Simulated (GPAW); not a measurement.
The system is HPbNO4.

```
H Pb N O
1.0
     4.12040   -0.00081   -0.01120
     0.00404    6.42722    0.05360
     0.02791    3.20707    7.74994
H Pb N O
2 2 2 8
Direct
  0.90366 0.21821 0.48851
  0.40337 0.78177 0.51142
  0.39455 0.30863 0.70725
  0.89489 0.69135 0.29266
  0.63409 0.19990 0.20730
  0.13386 0.80012 0.79275
  0.90829 0.32866 0.54369
  0.53792 0.39076 0.19497
  0.53483 0.11279 0.10602
  0.83718 0.08887 0.32672
  0.40817 0.67132 0.45624
  0.03774 0.60924 0.80520
  0.03429 0.88737 0.89397
  0.33716 0.91101 0.67330
```

The cell was built by a generator and needn't be a form met in nature.

Base run:

* Program: GPAW 26.7.0
* Functional: PBE
* Potentials or basis: GPAW PAW data sets (gpaw-data 1.2.1)
* Cutoff: 800 eV
* Basis: pw
* k mesh: 5 × 3 × 3
* Occupations: fermi-dirac, width 0.05 eV
* Spin: no spin polarisation

Its results: band gap on the k mesh 3.30 eV, indirect (least direct gap 3.37 eV); pressure -0.3 GPa; largest force 0.108 eV/Å.

Problem. The run is repeated on the same cell with these changes: functional from PBE to PBEsol; potentials or basis from GPAW PAW data sets (gpaw-data 1.2.1) to PAW data sets generated in the run's folder for this functional. What comes out?

Solution. Band gap on the k mesh 3.29 eV, indirect (least direct gap 3.35 eV); pressure -3.0 GPa; largest force 0.426 eV/Å.

Caveats: spin-orbit coupling is left out, which as a rule narrows the gap of such compounds by several tenths of an eV; an odd mesh through Γ misses points on the zone boundary, where band edges often lie (some runs).
